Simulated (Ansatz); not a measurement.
**CH4BFO: up Jacob's ladder to CCSD(T)**

Aim: compute CH4BFO with functionals from several rungs and with coupled cluster. The yardstick is the atomisation energy at the CCSD(T) limit.

The runs use Ansatz 0.2.0, Gaussian basis; functionals in def2-TZVPP, the program's frozen cores in correlated methods.

Plan: LDA (SPW92), PBE-D4, revPBE-D4, BLYP-D4, r2SCAN-D4, B97M-V, PBE0-D4, B3LYP-D4, r2SCANh-D4, r2SCAN0-D4, HSE06-D4, BHLYP-D4, CAM-B3LYP-D4, LC-ωPBE, ωB97X-V, ωB97M-V, B2PLYP, PBE-QIDH; CCSD(T)/def2-SVP; CCSD(T)/def2-TZVPP; MP2/def2-QZVPP; extrapolation to the limit; RPA on PBE.

### 1 Structure used throughout

An earlier PBE0-D4 in a triple-zeta def2 set relaxation fixed the geometry.

SMILES `CB(O)F`, 8 atoms, charge 0, spin multiplicity 1.

Atoms are counted from 1 here; the program's logs count them from 0.

Bond lengths: C1–B2 1.558 Å, C1–H5 1.094 Å, C1–H6 1.090 Å, C1–H7 1.094 Å, B2–O3 1.353 Å, B2–F4 1.343 Å, O3–H8 0.962 Å. Angles: B2–C1–H5 110.2°, B2–C1–H6 112.6°, B2–C1–H7 110.2°, H5–C1–H6 108.7°, H5–C1–H7 106.1°, H6–C1–H7 108.7°, C1–B2–O3 122.1°, C1–B2–F4 119.9°, O3–B2–F4 118.0°, B2–O3–H8 112.8°.

### 2 LDA

This LDA is Slater exchange with PW92 correlation.

The input, in.yaml:

```yaml
crystal:
  periodic: [false, false, false]
  atoms:
    - {symbol: C, position_ang: [-0.375618, 0.897538, -0.278295]}
    - {symbol: B, position_ang: [0.324598, -0.465724, 0.003717]}
    - {symbol: O, position_ang: [-0.051044, -1.270284, 1.024668]}
    - {symbol: F, position_ang: [1.335696, -0.873319, -0.779913]}
    - {symbol: H, position_ang: [-0.786346, 0.909666, -1.292364]}
    - {symbol: H, position_ang: [-1.178813, 1.108959, 0.426877]}
    - {symbol: H, position_ang: [0.352652, 1.713034, -0.235522]}
    - {symbol: H, position_ang: [0.470975, -2.076970, 1.075031]}
basis:
  gaussian: {orbitals: def2-TZVPP}
hamiltonian: {xc: lda}
output: {orbitals: {seedname: orbitals}}
```

The runs that follow: PBE-D4 (GGA); revPBE-D4 (GGA); BLYP-D4 (GGA); r2SCAN-D4 (meta-GGA); B97M-V (meta-GGA); PBE0-D4 (hybrid); B3LYP-D4 (hybrid); r2SCANh-D4 (hybrid); r2SCAN0-D4 (hybrid); HSE06-D4 (hybrid); BHLYP-D4 (hybrid); CAM-B3LYP-D4 (range-separated); LC-ωPBE-D4 (range-separated); ωB97X-V (range-separated); ωB97M-V (range-separated); B2PLYP (double hybrid); PBE-QIDH (double hybrid); CCSD(T) in def2-SVP; CCSD(T) in def2-TZVPP; MP2 in def2-QZVPP; RPA on PBE orbitals.

Before running them: what should the planned runs give, taken together? Wanted: atomisation energy, CCSD(T)/CBS; farthest beyond LDA; mean size of error, GGA; mean size of error, meta-GGA; mean size of error, hybrid; mean size of error, range-separated; mean size of error, double hybrid; gap, smallest and largest; T1 diagnostic.

As calculated:

| quantity | value |
| --- | --- |
| atomisation energy, CCSD(T)/CBS | 805.4 kcal/mol |
| functionals within 4.0 kcal/mol (0.5 %) | BLYP-D4, B97M-V, PBE0-D4, B3LYP-D4, r2SCANh-D4, HSE06-D4, LC-ωPBE, ωB97X-V, ωB97M-V, PBE-QIDH |
| farthest beyond LDA | BHLYP-D4 (-23.7 kcal/mol) |
| mean size of error, GGA | 7.6 kcal/mol |
| mean size of error, meta-GGA | 4.1 kcal/mol |
| mean size of error, hybrid | 5.9 kcal/mol |
| mean size of error, range-separated | 3.1 kcal/mol |
| mean size of error, double hybrid | 3.7 kcal/mol |
| gap, smallest and largest | 8.07 eV (BLYP-D4), 15.50 eV (LC-ωPBE) |
| T1 diagnostic | 0.0119 |
| triples share of the correlation energy | 3.2 % |

**Reading.** The LDA atomisation energy is off by 116.1 kcal/mol (14 %): it overbinds. PBE-D4 misses by +16.7 kcal/mol. Double hybrids carry the basis error of their MP2 part in triple zeta, and no dispersion term here, so their miss is partly the set-up's. The rungs range-separated, double hybrid miss on average by less than the doubt on the reference (4.0 kcal/mol), so they tie. Misses under about 4.0 kcal/mol are within the doubt on the reference itself, which lacks core-valence correlation, relativity and higher excitations. Hartree-Fock recovers 76 % of the binding; the rest is correlation. CCSD(T) in def2-SVP is off by -32.9 kcal/mol, worse than the median functional, from the basis alone. The gap grows from 8.1 to 15.5 eV across the functionals, mostly with the share of exact exchange.
